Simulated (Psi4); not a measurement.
# SiNH4O2 (SMILES N[Si](O)O): a chain of runs, part 3 of 3

Psi4 1.11. The steps go on from the part before.

## (6) The singlet anion: a geometry optimisation at PBE/def2-SVPD (density fitting) (run 5)

job.dat

```
memory 1.6 GB

molecule m {
  -1 1
  N
  Si 1 1.732
  O 2 1.698998 1 103.00412
  O 2 1.698984 3 116.5059 1 -111.89384
  H 1 1.019512 2 120.28858 4 166.71928
  H 1 1.019519 5 112.28161 2 -150.50413
  H 3 0.971426 2 115.35218 4 88.58422
  H 4 0.971426 2 115.3543 3 -88.45439
  units angstrom
  symmetry c1
}

set {
  geom_maxiter 50
}

optimize("pbe/def2-SVPD")
```

Run with:

```bash
psi4 job.dat job.out -n 1
```

job.out:

```text
Psi4 1.11 release

gradient() will perform analytic gradient computation.

   => Loading Basis Set <=

    Name: DEF2-SVPD
    Role: ORBITAL
    Keyword: BASIS

         ---------------------------------------------------------
                                   SCF
                              RKS Reference
                        1 Threads,   1525 MiB Core
         ---------------------------------------------------------

  ==> Geometry <==

    Molecular point group: c1
    Full point group: C1

    Geometry (in Angstrom), charge = -1, multiplicity = 1:

       Center              X                  Y                   Z               Mass
    ------------   -----------------  -----------------  -----------------  -----------------
         N           -0.298463645606     0.166942550204    -1.552710749796    14.003074004430
         SI          -0.298463645606     0.166942550204     0.179289250204    27.976926534650
         O           -0.298463645606    -1.488482754394     0.561599680223    15.994914619570
[... 4 lines of this table left out ...]
         H            1.140269185498     1.408893611454     1.456513881465     1.007825032230

  Running in c1 symmetry.

  Rotational constants: A =      0.23958  B =      0.20703  C =      0.12194 [cm^-1]
  Rotational constants: A =   7182.28088  B =   6206.75062  C =   3655.56729 [MHz]
  Nuclear repulsion =  172.932777365521190

  Charge       = -1
  Multiplicity = 1
  Electrons    = 42
  Nalpha       = 21
  Nbeta        = 21

  ==> Algorithm <==

  SCF Algorithm Type is DF.
  DIIS enabled.
  MOM disabled.
  Fractional occupation disabled.
  Guess Type is SAD.
  Energy threshold   = 1.00e-08
  Density threshold  = 1.00e-08
  Integral threshold = 1.00e-12

  ==> Primary Basis <==

  Basis Set: DEF2-SVPD
    Blend: DEF2-SVPD
    Number of shells: 52
    Number of basis functions: 122
    Number of Cartesian functions: 130
    Spherical Harmonics?: true
    Max angular momentum: 2

  ==> DFT Potential <==

   => LibXC <=

    Version 7.1.2

   => Composite Functional: PBE <=

    PBE GGA Exchange-Correlation Functional

    Deriv               =              1
    GGA                 =           TRUE
    Meta                =          FALSE

    Exchange Hybrid     =          FALSE
    MP2 Hybrid          =          FALSE

   => Exchange Functionals <=

    1.0000     XC_GGA_X_PBE

   => Correlation Functionals <=

    1.0000     XC_GGA_C_PBE

   => LibXC Density Thresholds  <==

    XC_GGA_C_PBE:  1.00E-12
    XC_GGA_X_PBE:  1.00E-15

   => Molecular Quadrature <=

    Radial Scheme          =       TREUTLER
    Pruning Scheme         =           NONE
    Nuclear Scheme         =       TREUTLER

    Blocking Scheme        =         OCTREE
    BS radius alpha        =              1
    Pruning alpha          =              1
    Radial Points          =             75
    Spherical Points       =            302
    Total Points           =         174299
    Total Blocks           =           1378
    Max Points             =            256
    Max Functions          =            121
    Weights Tolerance      =       1.00E-15

   => Loading Basis Set <=

    Name: (DEF2-SVPD AUX)
    Role: JKFIT
    Keyword: DF_BASIS_SCF

  ==> Integral Setup <==

  DFHelper Memory: AOs need 0.052 GiB; user supplied 0.604 GiB.
  SCF_SUBTYPE=INCORE selected. In-core MEM_DF algorithm will be used.
  Using in-core AOs.

  ==> MemDFJK: Density-Fitted J/K Matrices <==

    J tasked:                   Yes
    K tasked:                    No
    wK tasked:                   No
    Memory [MiB]:               618
    Algorithm:                 Core
    Schwarz Cutoff:           1E-12
    Mask sparsity (%):       0.3628
    Fitting Condition:        1E-10

   => Auxiliary Basis Set <=

  Basis Set: (DEF2-SVPD AUX)
    Blend: DEF2-UNIVERSAL-JKFIT
    Number of shells: 137
    Number of basis functions: 431
    Number of Cartesian functions: 514
    Spherical Harmonics?: true
    Max angular momentum: 4

  Cached 100.0% of DFT collocation blocks in 0.514 [GiB].

  Minimum eigenvalue in the overlap matrix is 2.8555750170E-04.
  Reciprocal condition number of the overlap matrix is 3.4638661835E-05.
    Using symmetric orthogonalization.

  ==> Pre-Iterations <==

  SCF Guess: Superposition of Atomic Densities via on-the-fly atomic UHF (no occupation information).

   -------------------------
    Irrep   Nso     Nmo
   -------------------------
     A        122     122
   -------------------------
    Total     122     122
   -------------------------

  ==> Iterations <==

                           Total Energy        Delta E     RMS |[F,P]|

[... 4 lines left out ...]
   @DF-RKS iter   4:  -496.51570053360911   -8.58317e-03   3.47762e-03 ADIIS/DIIS
[... 5 lines left out ...]
   @DF-RKS iter  10:  -496.59782410051633   -2.18507e-08   5.30756e-07 DIIS
[... 37 lines left out ...]
  @DF-RKS Final Energy:  -496.59782410414869
[... 8 lines left out ...]
    VV10 Nonlocal Energy =                  0.0000000000000000
[... 139 lines left out ...]
	                                 ==> Convergence Check <==
[... 151 lines left out ...]
   @DF-RKS iter   0:  -496.55086163332226   -4.96551e+02   4.43110e-03
[... 5 lines left out ...]
   @DF-RKS iter   6:  -496.61232493982709   -3.85051e-05   6.05226e-05 DIIS
[... 5 lines left out ...]
   @DF-RKS iter  12:  -496.61234753939016   -2.67164e-11   9.29758e-09 DIIS
[... 19 lines left out ...]
    Two-Electron Energy =                 414.2352784995869115
[... 19 lines left out ...]
 Dipole Y            :         -0.2795296            0.1469824           -0.1325471
[... 100 lines left out ...]
	  Convergence Criteria     1.00e-06 *    3.00e-04 *             o    1.20e-03 *             o
[... 114 lines left out ...]
   @DF-RKS iter   3:  -496.61591116122491   -8.62666e-03   1.87157e-04 ADIIS/DIIS
[... 5 lines left out ...]
   @DF-RKS iter   9:  -496.61621678117763   -4.33897e-09   1.09426e-07 DIIS
[... 19 lines left out ...]
    Nuclear Repulsion Energy =            169.7183339153346537
[... 5 lines left out ...]
    Total Energy =                       -496.6162167813091628
[... 109 lines left out ...]
	Measures of convergence in internal coordinates in au.
[... 119 lines left out ...]
   @DF-RKS iter   1:  -496.61657774157754   -1.10577e-02   2.51349e-04 ADIIS/DIIS
[... 5 lines left out ...]
   @DF-RKS iter   7:  -496.61709531903193   -7.50898e-08   3.30209e-07 DIIS
[... 11 lines left out ...]
    Final Occupation by Irrep:
[... 13 lines left out ...]
    Empirical Dispersion Energy =           0.0000000000000000
[... 61 lines left out ...]
    Weights Tolerance      =       1.00E-15
[... 166 lines left out ...]
                           Total Energy        Delta E     RMS |[F,P]|
[... 6 lines left out ...]
   @DF-RKS iter   5:  -496.61744500566363   -5.78700e-06   1.21885e-05 DIIS
[... 5 lines left out ...]
   @DF-RKS iter  11:  -496.61744599453306   -1.30740e-12   2.68387e-09 DIIS
[... 19 lines left out ...]
    Two-Electron Energy =                 409.9576870624903222
[... 19 lines left out ...]
 Dipole Y            :         -0.3944405            0.5225416            0.1281011
[... 100 lines left out ...]
	  Convergence Criteria     1.00e-06 *    3.00e-04 *             o    1.20e-03 *             o
[... 97 lines left out ...]
   @DF-RKS iter   3:  -496.61751245733319   -6.05885e-04   3.07458e-05 DIIS
[... 5 lines left out ...]
   @DF-RKS iter   9:  -496.61751939172166   -1.73372e-11   2.05860e-08 DIIS
[... 19 lines left out ...]
    One-Electron Energy =               -1028.8582994210976267
[... 19 lines left out ...]
 Dipole X            :          0.5740787           -0.7503674           -0.1762886
[... 99 lines left out ...]
	   Step    Total Energy     Delta E     Max Force     RMS Force      Max Disp      RMS Disp
[... 109 lines left out ...]
   @DF-RKS iter   2:  -496.61751200004966    1.73073e-05   5.69911e-05 DIIS
[... 5 lines left out ...]
   @DF-RKS iter   8:  -496.61753644783641   -4.88853e-12   1.53812e-08 DIIS
[... 19 lines left out ...]
    One-Electron Energy =               -1029.0974894226862943
[... 19 lines left out ...]
 Dipole X            :          0.5780035           -0.7463911           -0.1683876
[... 99 lines left out ...]
	   Step    Total Energy     Delta E     Max Force     RMS Force      Max Disp      RMS Disp
[... 98 lines left out ...]
   @DF-RKS iter   2:  -496.61753957411372    4.32107e-09   6.41741e-06 DIIS
[... 5 lines left out ...]
   @DF-RKS iter   8:  -496.61753988529608   -1.13687e-12   6.95155e-09 DIIS
[... 19 lines left out ...]
    Two-Electron Energy =                 410.2605754853507278
[... 19 lines left out ...]
 Dipole Y            :         -0.4283257            0.5505056            0.1221799
[... 100 lines left out ...]
	  Convergence Criteria     1.00e-06 *    3.00e-04 *             o    1.20e-03 *             o
[... 97 lines left out ...]
   @DF-RKS iter   3:  -496.61754041351367   -3.59084e-07   1.92968e-06 DIIS
[... 5 lines left out ...]
  Energy and wave function converged.
[... 21 lines left out ...]
      22A      0.149623    23A      0.156839    24A      0.158412
      25A      0.207236    26A      0.211646    27A      0.220739
      28A      0.226020    29A      0.243106    30A      0.255579
[... 30 lines of this table left out ...]
     121A      3.962088   122A      3.964415

    Final Occupation by Irrep:
              A
    DOCC [    21 ]
    NA   [    21 ]
    NB   [    21 ]

  @DF-RKS Final Energy:  -496.61754043754831

   => Energetics <=

    Nuclear Repulsion Energy =            168.4811042175762736
    One-Electron Energy =               -1029.0972013976797825
    Two-Electron Energy =                 410.2445273597304549
    DFT Exchange-Correlation Energy =     -46.2459706171752885
    Empirical Dispersion Energy =           0.0000000000000000
    VV10 Nonlocal Energy =                  0.0000000000000000
    Total Energy =                       -496.6175404375483140

Computation Completed

Properties will be evaluated at   0.000000,   0.000000,   0.000000 [a0]

Properties computed using the SCF density matrix

 Multipole Moments:

 ------------------------------------------------------------------------------------
     Multipole            Electronic (a.u.)      Nuclear  (a.u.)        Total (a.u.)
 ------------------------------------------------------------------------------------

 L = 1.  Multiply by 2.5417464519 to convert [e a0] to [Debye]
 Dipole X            :          0.5755157           -0.7393879           -0.1638721
 Dipole Y            :         -0.4281928            0.5501986            0.1220058
 Dipole Z            :          1.0665396           -1.1126413           -0.0461018
 Magnitude           :                                                    0.2094394

 ------------------------------------------------------------------------------------

	total time  =          9 seconds =       0.15 minutes

         ------------------------------------------------------------
                                   SCF GRAD
         ------------------------------------------------------------

  ==> Geometry <==

    Molecular point group: c1
    Full point group: C1

    Geometry (in Angstrom), charge = -1, multiplicity = 1:

       Center              X                  Y                   Z               Mass
    ------------   -----------------  -----------------  -----------------  -----------------
         N           -0.358224685057     0.266436443437    -1.525282534739    14.003074004430
         SI          -0.358224685057     0.266436443437     0.307356592015    27.976926534650
         O           -0.358224685057    -1.515044937314     0.436821017025    15.994914619570
[... 4 lines of this table left out ...]
         H            1.424815909556     1.199085458846     1.310081902563     1.007825032230

  Nuclear repulsion =  168.481104217576274

   => Molecular Quadrature <=

    Radial Scheme          =       TREUTLER
    Pruning Scheme         =           NONE
    Nuclear Scheme         =       TREUTLER

    Blocking Scheme        =         OCTREE
    BS radius alpha        =              1
    Pruning alpha          =              1
    Radial Points          =             75
    Spherical Points       =            302
    Total Points           =         174409
    Total Blocks           =           1380
    Max Points             =            256
    Max Functions          =            121
    Weights Tolerance      =       1.00E-15

  -Total Gradient:
     Atom            X                  Y                   Z
    ------   -----------------  -----------------  -----------------
       1       -0.000041469575     0.000029931610    -0.000030539579
       2       -0.000015391266     0.000010392546     0.000034790751
       3        0.000019976862    -0.000002340247     0.000011217633
[... 4 lines of this table left out ...]
       8       -0.000024848787     0.000005800549     0.000045632335

	total time  =          5 seconds =       0.08 minutes

    			-----------------------------------------

    			 OPTKING 3.0: for geometry optimizations

    			        with contributions from

    			-----------------------------------------

	                            ===> Fragment 1 <==

	 Z (Atomic Numbers)          Masses                          Geom
	       7.000000            14.003074         -0.67694655  0.50349191 -2.88236625
	      14.000000            27.976927         -0.67694655  0.50349191  0.58081978
	       8.000000            15.994915         -0.67694655 -2.86302000  0.82547209
[... 4 lines of this table left out ...]
	       1.000000             1.007825          2.69251185  2.26594312  2.47569600

	 - Coordinate -           - BOHR/RAD -       - ANG/DEG -
	 R(1,2)           =         3.463186           1.832639
	 R(1,5)           =         1.938576           1.025850
	 R(1,6)           =         1.938578           1.025851
[... 19 lines of this table left out ...]
	 D(4,2,3,7)       =         1.891522         108.376240

	        --- Internal Coordinate Step in ANG or DEG, aJ/ANG or AJ/DEG ---
	-------------------------------------------------------------------------------
	           Coordinate      Previous         Force          Change          New
	           ----------      --------        ------          ------        ------
	               R(1,2)       1.83264        0.00006        0.00002       1.83266
	               R(1,5)       1.02585        0.00055        0.00007       1.02592
	               R(1,6)       1.02585        0.00055        0.00007       1.02592
[... 19 lines of this table left out ...]
	           D(4,2,3,7)     108.37624        0.00000        0.00016     108.37640
	-------------------------------------------------------------------------------

	                                 ==> Convergence Check <==

	Measures of convergence in internal coordinates in au.

	Criteria marked as inactive (o), active & met (*), and active & unmet ( ).

	----------------------------------------------------------------------------------------------
	   Step    Total Energy     Delta E     Max Force     RMS Force      Max Disp      RMS Disp
	----------------------------------------------------------------------------------------------
	  Convergence Criteria     1.00e-06 *    3.00e-04 *             o    1.20e-03 *             o
	----------------------------------------------------------------------------------------------
	     9    -496.61754044   -5.52e-07 *    6.67e-05 *    2.41e-05 o    3.51e-04 *    1.76e-04 o  ~
	----------------------------------------------------------------------------------------------

Next Geometry in Ang
	Fragment 1 (Ang)

	    N  -0.3583079133   0.2665049669  -1.5251406844
	   Si  -0.3582550161   0.2664668967   0.3075212994
	    O  -0.3584088557  -1.5150217167   0.4368319672
[... 4 lines of this table left out ...]
	    H   1.4251322110   1.1992627941   1.3100429328

    Final optimized geometry and variables:
    Molecular point group: c1
    Full point group: C1

    Geometry (in Angstrom), charge = -1, multiplicity = 1:

    N
    SI            1    1.832639
    O             2    1.786179      1   94.156512
    O             2    1.786185      3  106.313259      1  -95.562787
    H             1    1.025850      2  112.130171      4  173.108502
    H             1    1.025851      5  107.096278      2 -123.402412
    H             3    0.972226      2  105.339827      4  108.376240
    H             4    0.972224      2  105.340705      3 -108.367646

    Psi4 run time: 0:02:09.24

[set-up sections that repeat, and orbital energies of the middle runs, are left out above]
```

Standard output:

```text
Optimizer: Optimization complete!
```

It took 2.2 min on 1 thread of Intel Xeon Platinum 8259CL at 2.50GHz (Skylake/Cascade Lake), shared host; peak memory 0.86 GiB.

Step by step:

| step | energy from the first frame kept (eV) | largest force (eV/Å) |
| --- | --- | --- |
| 0 | 0.0000 | 3.7654 |
| 1 | -0.3952 | 1.6893 |
| 2 | -0.5005 | 0.2780 |
| 3 | -0.5244 | 0.1847 |
| 4 | -0.5339 | 0.1210 |
| 5 | -0.5359 | 0.0895 |
| 6 | -0.5364 | 0.0497 |
| 7 | -0.5365 | 0.0100 |
| 8 | -0.5365 | 0.0044 |

After the run. Bond lengths: N1–Si2 1.833 Å, Si2–O3 1.786 Å, Si2–O4 1.786 Å, N1–H5 1.026 Å, N1–H6 1.026 Å, O3–H7 0.972 Å, O4–H8 0.972 Å. Angles: N1–Si2–O3 94.2°, N1–Si2–O4 94.2°, O3–Si2–O4 106.3°, Si2–N1–H5 112.1°, Si2–N1–H6 112.1°, Si2–O3–H7 105.3°, Si2–O4–H8 105.3°, H5–N1–H6 107.1°.

## (7) What came out

This closing draws on all 3 parts.

| quantity | value |
| --- | --- |
| run 1, UPBE/def2-SVPD: total energy at the end | -496.57823 Eh |
| run 1, UPBE/def2-SVPD: dipole moment | 1.68 D |
| run 1, UPBE/def2-SVPD: HOMO energy (highest over α and β) | -4.50 eV |
| run 1, UPBE/def2-SVPD: LUMO energy (lowest over α and β) | -2.97 eV |
| run 1, UPBE/def2-SVPD: ⟨S²⟩ | 0.752 |
| singlet cation, run 2: total energy | -496.29617 Eh |
| singlet cation, run 2: HOMO energy | -13.12 eV |
| singlet cation, run 2: LUMO energy | -10.75 eV |
| singlet cation, run 2: HOMO–LUMO gap | 2.37 eV |
| singlet cation, run 3: total energy at the end | -496.34334 Eh |
| singlet cation, run 3: HOMO energy | -12.90 eV |
| singlet cation, run 3: LUMO energy | -7.52 eV |
| singlet cation, run 3: HOMO–LUMO gap | 5.38 eV |
| singlet anion, run 4: total energy | -496.59782 Eh |
| singlet anion, run 4: HOMO energy | 1.78 eV |
| singlet anion, run 4: LUMO energy | 3.95 eV |
| singlet anion, run 4: HOMO–LUMO gap (to an unbound level, set by the basis) | 2.17 eV |
| singlet anion, run 5: total energy at the end | -496.61754 Eh |
| singlet anion, run 5: HOMO energy | 1.03 eV |
| singlet anion, run 5: LUMO energy | 4.07 eV |
| singlet anion, run 5: HOMO–LUMO gap (to an unbound level, set by the basis) | 3.04 eV |
| adiabatic electron affinity (to the singlet anion, no zero-point term) | 1.070 eV |
| adiabatic ionisation energy (to the singlet cation, no zero-point term) | 6.392 eV |

**Reading.** The adiabatic electron affinity (to the singlet anion, no zero-point term) is 1.07 eV (103 kJ/mol). The adiabatic ionisation energy (to the singlet cation, no zero-point term) is 6.39 eV (617 kJ/mol). The optimisation (run 1, UPBE/def2-SVPD) took 7 steps and changed the energy by -0.094 eV. The optimisation (singlet cation, run 3) took 11 steps and changed the energy by -1.284 eV. The HOMO (singlet anion, run 4) lies at positive energy, 1.78 eV, as semi-local functionals often give for anions; only total energies tell whether the electron is bound. The optimisation (singlet anion, run 5) took 9 steps and changed the energy by -0.537 eV.
